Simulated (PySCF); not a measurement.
# CoH8O4 (+3): ligand-field states

Aim: compute the ligand-field states of CoH8O4 (+3).

Programs: PySCF 2.14.0, with routines of our own; each step states its level. All values are computed. Atoms count from 0.

### Step 1. The starting structure

13 atoms, charge 3, states of the metal's open shell are computed; geometry from: model geometry, bond lengths from ionic radii.

### Step 2. Ligand-field states: state-averaged CASSCF

The job: settings as JSON, then the geometry in Å.

```
{"job": {"kind": "lf", "basis": {"metal": "x2c-TZVPall", "ligand": "x2c-SVPall"}, "nevpt": true}, "charge": 3, "metal": "Co", "open_shell": "d6"}
Co     0.000000     0.000000     0.000000
O      1.068098     1.068098     1.068098
H      0.852066     1.948082     1.400075
H      1.948082     0.852066     1.400075
O     -1.068098    -1.068098     1.068098
H     -0.852066    -1.948082     1.400075
H     -1.948082    -0.852066     1.400075
O     -1.068098     1.068098    -1.068098
H     -1.948082     0.852066    -1.400075
H     -0.852066     1.948082    -1.400075
O      1.068098    -1.068098    -1.068098
H      1.948082    -0.852066    -1.400075
H      0.852066    -1.948082    -1.400075
```

Method: state-averaged CASSCF of the metal d shell, SC-NEVPT2 on the averaged canonical orbitals, state-interaction spin-orbit coupling.

Run with:

```sh
$ OMP_NUM_THREADS=1 python lf_run.py task.json out
```

The driver reads the jobs from task.json and runs them one after another.

Standard output:

```text
basis functions 144, electrons 64, active (6e, 5o)
stage 1: DIIS on the effective Fock matrix, level shift 0.30
cycle   1  E = -1693.5546426794  dE = -1.694e+03  max|g| = 5.895e-01
cycle   2  E = -1694.1069373045  dE = -5.523e-01  max|g| = 9.264e-01
cycle   3  E = -1694.2548336350  dE = -1.479e-01  max|g| = 7.016e-01
cycle   4  E = -1694.1901670501  dE =  6.467e-02  max|g| = 5.486e-01
cycle   5  E = -1694.2055855837  dE = -1.542e-02  max|g| = 5.017e-01
cycle   6  E = -1694.4188295625  dE = -2.132e-01  max|g| = 2.966e-01
cycle   7  E = -1694.3023323826  dE =  1.165e-01  max|g| = 3.088e-01
cycle   8  E = -1694.4541825198  dE = -1.519e-01  max|g| = 2.234e-01
cycle   9  E = -1694.3217866447  dE =  1.324e-01  max|g| = 3.819e-01
cycle  10  E = -1694.2091255546  dE =  1.127e-01  max|g| = 4.449e-01
cycle  11  E = -1694.1262830016  dE =  8.284e-02  max|g| = 5.110e-01
cycle  12  E = -1694.1318923284  dE = -5.609e-03  max|g| = 4.981e-01
cycle  13  E = -1694.0966543826  dE =  3.524e-02  max|g| = 5.244e-01
cycle  14  E = -1694.0026320473  dE =  9.402e-02  max|g| = 5.703e-01
cycle  15  E = -1694.0249534141  dE = -2.232e-02  max|g| = 5.606e-01
stage 2: quasi-Newton rotations from the point of smallest gradient
cycle  17  E = -1694.5681294178  dE = -1.139e-01  max|g| = 1.442e-01
cycle  18  E = -1694.5752690067  dE = -7.140e-03  max|g| = 2.042e-01
cycle  20  E = -1694.5790953290  dE = -3.826e-03  max|g| = 2.180e-01
cycle  21  E = -1694.6036374864  dE = -2.454e-02  max|g| = 3.118e-02
cycle  22  E = -1694.6039080101  dE = -2.705e-04  max|g| = 3.181e-03
cycle  23  E = -1694.6039194546  dE = -1.144e-05  max|g| = 9.884e-04
cycle  24  E = -1694.6039209980  dE = -1.543e-06  max|g| = 2.801e-04
cycle  25  E = -1694.6039210937  dE = -9.572e-08  max|g| = 8.449e-05
cycle  26  E = -1694.6039211034  dE = -9.696e-09  max|g| = 1.761e-05
cycle  27  E = -1694.6039211042  dE = -7.442e-10  max|g| = 4.071e-06
converged average energy = -1694.6039211042

 mult deg   label        CASSCF/cm-1   NEVPT2/cm-1
   5   1   5B1                 0.0           0.0
   5   1   5A1              3373.3        6270.7
   5   2   5E               7232.5       10537.2
   5   1   5B2              8022.1       12346.6
   3   1   3A2             20025.3       17044.2
   3   2   3E              21296.1       19411.4
   3   2   3E              24012.7       21070.9
   3   1   3B1             23922.6       23041.8
   3   1   3A2             25381.8       23398.5
   3   1   3A1             25944.2       26450.4
   3   1   3B1             28854.4       27260.8
   3   1   3B2             27442.7       27800.7
   1   1   1B2             32128.3       28722.5
   1   1   1B1             32091.9       29343.5
   3   1   3A1             30717.4       29946.6
   3   2   3E              28525.5       30078.2
   1   1   1A1             32744.9       30606.4
   1   2   1E              32821.9       30778.1
   3   2   3E              30671.5       31264.0
   1   2   1E              34846.1       32049.5
   3   1   3B1             32550.7       32533.9
   3   2   3E              33386.3       33175.6
   3   2   3E              32263.5       33364.9
   3   1   3A2             32022.2       34151.7
   3   1   3B2             33041.5       35022.8
   3   1   3A1             34343.9       35386.5
   1   1   1B1             36983.3       36459.0
   1   1   1A1             37414.3       36461.4
   1   1   1A1             39532.6       36912.0
   3   1   3A2             36270.5       37277.8
   1   1   1A2             38224.6       37656.5
   1   1   1B2             38011.6       38464.3
   3   2   3E              37423.1       38750.8
   3   1   3B1             40748.8       38993.9
   3   1   3A2             37871.5       40827.9
   3   1   3A1             41792.1       41123.5
   1   2   1E              39986.2       41276.5
   3   1   3B2             39228.1       41327.6
   3   2   3E              43234.3       41990.7
   1   1   1B1             44113.8       42542.3
   1   1   1A1             46166.4       42757.5
   3   1   3B2             43996.8       42967.5
   1   2   1E              41859.4       43184.4
   3   2   3E              40281.0       43390.1
   1   1   1B2             44007.7       46934.2
   1   1   1A2             45958.9       47310.9
   1   1   1A1             47601.5       47878.8
   1   1   1B1             48033.9       47889.2
   1   2   1E              52321.1       48864.0
   1   1   1B2             54458.9       51126.8
   1   2   1E              49356.5       52021.5
   1   2   1E              56879.6       53130.9
   1   1   1A2             57138.0       53953.0
   1   1   1B1             59091.1       56694.9
   1   1   1A1             54626.4       57077.4
   1   2   1E              59503.5       57408.8
   1   1   1B2             59700.0       58375.6
   3   2   3E              64973.1       58976.0
   3   1   3A2             66410.3       61450.8
   3   1   3A2             68042.0       61895.5

spin-orbit levels / cm-1
      0.00  x1  5B1 1.00
      0.19  x1  5B1 1.00
     25.43  x2  5B1 1.00
     33.90  x1  5B1 1.00
   6209.55  x1  5A1 0.98
   6227.76  x2  5A1 0.98
   6281.95  x1  5A1 0.99
   6282.43  x1  5A1 0.99
  10293.76  x2  5E 0.99
  10398.17  x1  5E 0.96
  10464.53  x1  5E 0.99
  10568.57  x2  5E 0.98
  10681.32  x1  5E 0.99
  10728.93  x1  5E 0.97
  10849.51  x2  5E 0.99
  12412.03  x1  5B2 0.98
  12412.35  x1  5B2 0.98
  12425.41  x2  5B2 0.97
  12429.50  x1  5B2 0.97
  17049.18  x1  3A2 0.98
  17051.60  x2  3A2 0.99
  19293.05  x1  3E 0.99
  19347.84  x1  3E 0.99
  19426.44  x2  3E 0.99
  19499.34  x1  3E 0.98
  19548.17  x1  3E 0.99
  20798.71  x1  3E 0.99
  20824.68  x1  3E 0.99
  21105.52  x2  3E 0.95 3A2 0.03
  21242.34  x1  3E 0.91 3A2 0.07
```

It took 14 s on 1 thread of Arm Neoverse V1, shared host; peak memory 0.31 GiB.

From this job:

```tsv
quantity	value
spin-orbit constant ζ	543 cm⁻¹
```

Powder susceptibility:

```tsv
T (K)	χT (cm³ K/mol)	μ(eff)
2	2.275	4.26
5	2.446	4.42
10	2.694	4.64
20	2.962	4.87
30	3.058	4.95
50	3.115	4.99
75	3.134	5.01
100	3.141	5.01
150	3.147	5.02
200	3.151	5.02
250	3.155	5.02
300	3.159	5.03
```

### Step 3. Ligand-field states: state-averaged CASSCF (angle to the S4 axis at 45°)

The job: settings as JSON, then the geometry in Å.

```
{"job": {"kind": "lf", "basis": {"metal": "x2c-TZVPall", "ligand": "x2c-SVPall"}, "nevpt": true, "reuse": true}, "charge": 3, "metal": "Co", "open_shell": "d6"}
Co     0.000000     0.000000     0.000000
O      0.925000     0.925000     1.308148
H      0.664492     1.760508     1.714734
H      1.760508     0.664492     1.714734
O     -0.925000    -0.925000     1.308148
H     -0.664492    -1.760508     1.714734
H     -1.760508    -0.664492     1.714734
O     -0.925000     0.925000    -1.308148
H     -1.760508     0.664492    -1.714734
H     -0.664492     1.760508    -1.714734
O      0.925000    -0.925000    -1.308148
H      1.760508    -0.664492    -1.714734
H      0.664492    -1.760508    -1.714734
```

Method: state-averaged CASSCF of the metal d shell, SC-NEVPT2 on the averaged canonical orbitals, state-interaction spin-orbit coupling.

Standard output:

```text
basis functions 144, electrons 64, active (6e, 5o)
start from the orbitals of the previous structure
stage 1: DIIS on the effective Fock matrix, level shift 0.30
cycle   1  E = -1691.2215221468  dE = -1.691e+03  max|g| = 2.069e+00
cycle   2  E = -1694.2513727461  dE = -3.030e+00  max|g| = 4.492e-01
cycle   3  E = -1694.5050047308  dE = -2.536e-01  max|g| = 2.306e-01
cycle   4  E = -1694.4799708820  dE =  2.503e-02  max|g| = 2.174e-01
cycle   5  E = -1694.5542851555  dE = -7.431e-02  max|g| = 1.299e-01
cycle   6  E = -1694.5562567724  dE = -1.972e-03  max|g| = 9.545e-02
cycle   7  E = -1694.5748945597  dE = -1.864e-02  max|g| = 6.197e-02
cycle   8  E = -1694.5493366773  dE =  2.556e-02  max|g| = 1.245e-01
cycle   9  E = -1694.4605658510  dE =  8.877e-02  max|g| = 2.285e-01
cycle  10  E = -1694.1431304228  dE =  3.174e-01  max|g| = 4.881e-01
cycle  11  E = -1693.6047224861  dE =  5.384e-01  max|g| = 7.525e-01
cycle  12  E = -1692.9358478176  dE =  6.689e-01  max|g| = 1.093e+00
cycle  13  E = -1692.2964915582  dE =  6.394e-01  max|g| = 1.407e+00
cycle  14  E = -1691.8030580855  dE =  4.934e-01  max|g| = 1.585e+00
cycle  15  E = -1691.5521732065  dE =  2.509e-01  max|g| = 1.925e+00
stage 2: quasi-Newton rotations from the point of smallest gradient
cycle  17  E = -1694.5843941973  dE = -9.500e-03  max|g| = 4.969e-02
cycle  18  E = -1694.5860823042  dE = -1.688e-03  max|g| = 1.667e-02
cycle  19  E = -1694.5863948315  dE = -3.125e-04  max|g| = 2.458e-03
cycle  20  E = -1694.5864028583  dE = -8.027e-06  max|g| = 7.274e-04
cycle  21  E = -1694.5864038067  dE = -9.484e-07  max|g| = 2.537e-04
cycle  22  E = -1694.5864038768  dE = -7.009e-08  max|g| = 5.363e-05
cycle  23  E = -1694.5864038834  dE = -6.661e-09  max|g| = 8.075e-06
converged average energy = -1694.5864038834

 mult deg   label        CASSCF/cm-1   NEVPT2/cm-1
   5   1   5B1                 0.0           0.0
   5   1   5B2              4882.1        8268.8
   5   1   5A1              5498.6        8478.7
   5   2   5E               9482.2       13259.8
   3   2   3E              21141.6       18583.1
   3   1   3A2             23309.2       21892.0
   3   1   3B1             24336.7       23301.3
   3   1   3A2             26816.3       24543.4
   3   2   3E              25689.4       25914.9
   3   1   3A1             26185.8       26191.7
   3   2   3E              28450.6       26903.1
   3   1   3B1             29497.5       27949.7
   1   1   1A1             31837.9       29055.3
   3   1   3B2             27929.9       29061.3
   1   2   1E              32616.5       30045.4
   3   1   3B2             30420.3       30595.3
   3   1   3A2             29820.3       30870.8
   3   1   3A1             32025.2       31713.8
   1   1   1B1             34518.4       32814.2
   3   2   3E              32241.3       33058.1
   3   2   3E              33726.0       33235.5
   3   1   3B1             33802.3       33399.6
   1   1   1B2             36162.2       33730.5
   3   1   3A1             33790.9       34720.5
   1   1   1A1             37339.6       35236.7
   3   2   3E              34004.4       35700.6
   1   2   1E              36344.0       35729.8
   1   1   1A2             38045.4       37325.9
   3   1   3A2             36163.4       37689.8
   3   2   3E              37265.2       38615.9
   3   1   3B2             37890.2       38918.1
   1   1   1B1             38918.0       38920.0
   1   2   1E              39945.3       39074.1
   1   1   1B2             39028.7       39650.5
   3   1   3A2             37830.8       39914.5
   3   1   3A1             41486.2       40220.8
   1   1   1A1             42654.6       41971.0
   1   1   1A1             44448.5       42226.3
   3   2   3E              40021.0       42535.8
   1   1   1B2             41489.2       43280.9
   1   1   1B1             43408.2       43312.2
   3   1   3B1             44026.2       43566.1
   3   1   3B2             44889.7       43883.0
   3   2   3E              44987.0       44626.9
   1   2   1E              43788.3       45602.8
   1   1   1A1             48552.1       47223.3
   1   1   1B1             49576.2       47232.8
   1   1   1B2             52531.6       48576.9
   1   2   1E              53074.2       49391.8
   1   1   1A2             48248.5       50455.1
   1   2   1E              48274.3       50750.8
   1   1   1A2             54980.5       51142.9
   1   2   1E              55342.3       51616.8
   1   1   1B1             58754.9       55177.0
   1   1   1A1             54229.0       56705.2
   3   1   3A2             64388.7       58270.9
   3   2   3E              64506.2       59115.9
   1   1   1B2             60958.3       59134.6
   1   2   1E              62685.4       60718.0
   3   1   3A2             67455.2       61804.7

spin-orbit levels / cm-1
      0.00  x1  5B1 0.99
      0.14  x1  5B1 0.99
     34.46  x2  5B1 1.00
     45.96  x1  5B1 1.00
   8287.64  x1  5B2 0.97
   8297.82  x2  5B2 0.96
   8323.91  x1  5B2 0.93 5A1 0.06
   8331.90  x1  5B2 0.99
   8449.45  x1  5A1 0.92 5B2 0.06
   8460.91  x2  5A1 0.96
   8499.28  x1  5A1 0.99
   8504.54  x1  5A1 0.97
  13050.94  x2  5E 1.00
  13196.42  x1  5E 0.99
  13207.39  x1  5E 0.99
  13337.82  x2  5E 0.99
  13443.77  x1  5E 1.00
  13478.83  x1  5E 0.98
  13571.18  x2  5E 0.99
  18471.26  x1  3E 0.99
  18502.26  x1  3E 0.99
  18610.40  x2  3E 0.99
  18690.40  x1  3E 0.98
  18754.84  x1  3E 0.99
  21913.01  x2  3A2 0.99
  21961.74  x1  3A2 0.99
  23312.16  x2  3B1 0.99
  23341.07  x1  3B1 1.00
  24412.63  x1  3A2 0.91 3E 0.05
  24513.43  x2  3A2 0.93 3E 0.04
```

Run time: 9.6 s. Hardware: 1 thread of Arm Neoverse V1, shared host; peak memory 0.31 GiB.

In short:

```tsv
quantity	value
spin-orbit constant ζ	542 cm⁻¹
```

Powder susceptibility:

```tsv
T (K)	χT (cm³ K/mol)	μ(eff)
2	2.337	4.32
20	2.935	4.84
100	3.183	5.04
300	3.203	5.06
```

### Step 4. Ligand-field states: state-averaged CASSCF (angle to the S4 axis at 50°)

The job: settings as JSON, then the geometry in Å.

```
{"job": {"kind": "lf", "basis": {"metal": "x2c-TZVPall", "ligand": "x2c-SVPall"}, "nevpt": true, "reuse": true}, "charge": 3, "metal": "Co", "open_shell": "d6"}
Co     0.000000     0.000000     0.000000
O      1.002099     1.002099     1.189157
H      0.765555     1.861570     1.558760
H      1.861570     0.765555     1.558760
O     -1.002099    -1.002099     1.189157
H     -0.765555    -1.861570     1.558760
H     -1.861570    -0.765555     1.558760
O     -1.002099     1.002099    -1.189157
H     -1.861570     0.765555    -1.558760
H     -0.765555     1.861570    -1.558760
O      1.002099    -1.002099    -1.189157
H      1.861570    -0.765555    -1.558760
H      0.765555    -1.861570    -1.558760
```

Method: state-averaged CASSCF of the metal d shell, SC-NEVPT2 on the averaged canonical orbitals, state-interaction spin-orbit coupling.

Standard output:

```text
basis functions 144, electrons 64, active (6e, 5o)
start from the orbitals of the previous structure
stage 1: DIIS on the effective Fock matrix, level shift 0.30
cycle   1  E = -1693.5016172729  dE = -1.694e+03  max|g| = 1.191e+00
cycle   2  E = -1693.8196180554  dE = -3.180e-01  max|g| = 6.303e-01
cycle   3  E = -1693.9978730844  dE = -1.783e-01  max|g| = 1.054e+00
cycle   4  E = -1694.4700959720  dE = -4.722e-01  max|g| = 3.645e-01
cycle   5  E = -1694.5086461968  dE = -3.855e-02  max|g| = 1.643e-01
cycle   6  E = -1694.5606244620  dE = -5.198e-02  max|g| = 1.251e-01
cycle   7  E = -1694.5465742240  dE =  1.405e-02  max|g| = 1.408e-01
cycle   8  E = -1694.5151105783  dE =  3.146e-02  max|g| = 1.916e-01
cycle   9  E = -1694.4484592816  dE =  6.665e-02  max|g| = 2.786e-01
cycle  10  E = -1694.4478717021  dE =  5.876e-04  max|g| = 2.919e-01
cycle  11  E = -1694.4803528756  dE = -3.248e-02  max|g| = 2.727e-01
cycle  12  E = -1694.5013968426  dE = -2.104e-02  max|g| = 2.716e-01
cycle  13  E = -1694.4762594872  dE =  2.514e-02  max|g| = 3.152e-01
cycle  14  E = -1694.4352407830  dE =  4.102e-02  max|g| = 3.636e-01
cycle  15  E = -1694.2644762797  dE =  1.708e-01  max|g| = 4.042e-01
stage 2: quasi-Newton rotations from the point of smallest gradient
cycle  17  E = -1694.5896042044  dE = -2.898e-02  max|g| = 9.683e-02
cycle  18  E = -1694.5953615640  dE = -5.757e-03  max|g| = 6.470e-02
cycle  19  E = -1694.5996358935  dE = -4.274e-03  max|g| = 5.160e-03
cycle  20  E = -1694.5996940269  dE = -5.813e-05  max|g| = 1.902e-03
cycle  21  E = -1694.5997035514  dE = -9.524e-06  max|g| = 5.053e-04
cycle  22  E = -1694.5997038464  dE = -2.950e-07  max|g| = 1.627e-04
cycle  23  E = -1694.5997038950  dE = -4.856e-08  max|g| = 2.190e-05
cycle  24  E = -1694.5997038962  dE = -1.189e-09  max|g| = 5.005e-06
converged average energy = -1694.5997038962

 mult deg   label        CASSCF/cm-1   NEVPT2/cm-1
   5   1   5B1                 0.0           0.0
   5   1   5A1              4424.5        7446.5
   5   1   5B2              6403.7       10275.7
   5   2   5E               8430.8       11944.7
   3   2   3E              21197.0       19049.4
   3   1   3A2             22003.4       19949.5
   3   1   3B1             24172.8       23220.4
   3   1   3A2             25881.6       23618.2
   3   2   3E              26376.0       24365.7
   3   1   3A1             26171.8       26437.9
   3   1   3B1             29308.8       27772.7
   3   2   3E              27172.6       28014.9
   3   1   3B2             27813.8       28466.4
   1   2   1E              32745.2       30530.4
   1   1   1A1             32642.7       30679.8
   3   1   3A1             31389.1       30956.0
   1   1   1B2             34239.5       31416.3
   1   1   1B1             33527.1       31435.9
   3   2   3E              31508.4       32179.0
   3   1   3A2             30989.0       32773.2
   3   1   3B2             31611.4       32851.6
   3   1   3B1             33248.1       33079.2
   3   2   3E              33804.8       33450.7
   3   2   3E              33266.3       34818.4
   1   2   1E              36668.4       35029.8
   3   1   3A1             34127.1       35293.1
   1   1   1A1             37323.5       35551.3
   1   1   1A2             38165.1       37546.2
   1   1   1B1             37862.1       37598.2
   3   1   3A2             36618.3       37736.7
   3   2   3E              37340.1       38586.3
   1   1   1B2             38619.8       39173.8
   1   2   1E              38996.2       39279.9
   3   1   3A2             37413.3       39989.2
   1   1   1A1             41569.4       40002.6
   3   1   3A1             41422.7       40336.1
   3   1   3B2             38758.4       40419.0
   3   1   3B1             42469.2       41490.5
   1   1   1A1             44890.7       42645.6
   3   2   3E              40134.9       42952.1
   3   2   3E              43993.5       43078.8
   3   1   3B2             44275.6       43198.1
   1   1   1B1             43900.7       43445.1
   1   2   1E              42890.2       44424.0
   1   1   1B2             42623.5       45047.1
   1   1   1A1             47907.9       46671.0
   1   1   1B1             48885.2       47469.5
   1   1   1A2             47207.1       48892.7
   1   2   1E              52966.0       49653.9
   1   1   1B2             53468.3       49878.0
   1   2   1E              48868.9       51465.5
   1   2   1E              55984.3       51996.3
   1   1   1A2             56050.4       52571.9
   1   1   1B1             58924.9       55944.1
   1   1   1A1             54456.6       56874.3
   1   1   1B2             60426.5       58877.1
   1   2   1E              61213.4       59232.5
   3   2   3E              64970.5       59350.9
   3   1   3A2             65810.2       60243.6
   3   1   3A2             67213.5       61292.2

spin-orbit levels / cm-1
      0.00  x1  5B1 1.00
      0.16  x1  5B1 1.00
     29.07  x2  5B1 1.00
     38.76  x1  5B1 1.00
   7396.40  x1  5A1 0.98
   7412.59  x2  5A1 0.98
   7460.54  x1  5A1 0.99
   7461.18  x1  5A1 0.99
  10247.92  x1  5B2 0.96 5E 0.04
  10262.84  x2  5B2 0.96 5E 0.03
  10311.25  x1  5B2 0.98
  10312.07  x1  5B2 0.98
  11746.31  x2  5E 0.98
  11876.59  x1  5E 0.99
  11929.45  x1  5E 0.95 5B2 0.04
  12038.10  x2  5E 0.97
  12133.84  x1  5E 0.99
  12174.76  x1  5E 0.97
  12254.72  x2  5E 0.99
  18934.82  x1  3E 0.99
  18972.37  x1  3E 0.99
  19062.52  x2  3E 0.99
  19143.67  x1  3E 0.98
  19209.59  x1  3E 0.99
  19968.18  x2  3A2 0.99
  19987.37  x1  3A2 0.99
  23231.18  x2  3B1 0.99
  23252.59  x1  3B1 0.99
  23405.16  x1  3A2 0.79 3E 0.19
  23513.80  x2  3A2 0.82 3E 0.16
```

Wall time 9.7 s (1 thread of Arm Neoverse V1, shared host); peak memory 0.31 GiB.

Key values:

```tsv
quantity	value
spin-orbit constant ζ	542 cm⁻¹
```

Powder susceptibility:

```tsv
T (K)	χT (cm³ K/mol)	μ(eff)
2	2.299	4.29
20	2.948	4.86
100	3.156	5.02
300	3.174	5.04
```

[end of part 1 of 3]
